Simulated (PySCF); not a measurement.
# CuNOH: structure of the quartet

The task is one start of a wider search on CuNOH: the quartet, from a bent start. It is relaxed, tested by its Hessian and followed downhill if it is a saddle.

The runs use PySCF 2.14.0; PBE0, basis Cu def2-TZVP, N def2-TZVP, O def2-TZVP, H def2-TZVP, no relativity, density fitting.

**1. Where the work starts**

4 atoms, charge 0, spin multiplicity 4.

Bond lengths: Cu1–N2 1.750 Å, Cu1–O3 1.750 Å, O3–H4 0.960 Å. Angles: N2–Cu1–O3 110.0°, Cu1–O3–H4 130.0°.

```xyz
4
charge 0 multiplicity 4
Cu    0.0000    0.0000    0.0000
N     1.4335    0.0000    1.0038
O    -1.4335    0.0000    1.0038
H    -1.9390    0.7354    1.3577
```

**2. Finding the electronic state**

One driver script runs all steps and calls PySCF; scf.py shows how it sets up the SCF of each step. The optimiser is the driver's own. After this first run the driver tries any further starts and a stability analysis.

scf.py reads:

```python
from pyscf import gto, scf, dft
mol = gto.M(atom='''
Cu     0.000000     0.000000     0.000000
N      1.433500     0.000000     1.003800
O     -1.433500     0.000000     1.003800
H     -1.939000     0.735400     1.357700''',
    basis={'Cu': 'def2-TZVP', 'N': 'def2-TZVP', 'O': 'def2-TZVP', 'H': 'def2-TZVP'},
    charge=0, spin=3)
mf = dft.UKS(mol, xc='PBE0')
mf.grids.atom_grid = (50, 194)
aux = {'Cu': 'def2-universal-JKFIT', 'N': 'def2-universal-JKFIT', 'O': 'def2-universal-JKFIT', 'H': 'def2-universal-JKFIT'}
mf = mf.density_fit(auxbasis=aux)
mf.conv_tol = 1e-08
mf.diis_space = 10
mf.max_cycle = 60
mf.init_guess = 'minao'
mf.verbose = 4
mf.kernel()
```

The run is started by

```
$ OMP_NUM_THREADS=4 python axn.py task.json out
```

Further steps of the session: Bent start, quartet: relaxation; Frequencies.

Before running it: what results should come out? Wanted: minimum; geometry; wavenumbers; dipole moment; highest occupied, lowest empty level; polar-tensor charge of Cu1; zero-point energy; atomisation energy; ⟨S²⟩.

The runs gave:

| quantity | value |
| --- | --- |
| minimum | quartet, C1 |
| geometry | Cu–N 1.753 Å, Cu–O 1.782 Å, O–H 0.959 Å; Cu–O–H 116.5°, N–Cu–O 161.0° |
| wavenumbers (cm⁻¹) | 90 (a), 234 (a), 540 (a), 664 (a), 683 (a), 3903 (a) |
| dipole moment | 1.91 D |
| highest occupied, lowest empty level (either spin) | -7.46, -4.71 eV |
| polar-tensor charge of Cu1 | +0.81 e |
| zero-point energy | 36.6 kJ/mol |
| entropy at 298.15 K | 295.6 J/(mol K) |
| atomisation energy (no zero-point energy) | 843 kJ/mol |
| ⟨S²⟩ | 3.764 |

What this shows: The bent start ends in a minimum without symmetry. In the infrared the band at 664 cm⁻¹ (a) leads. Most of the spin sits on N2 (Mulliken spin 2.38, against 3 for the whole molecule). Only this shape and spin were tried, so other structures or states may lie lower. One determinant may miss the lowest occupation of an open d or f shell.
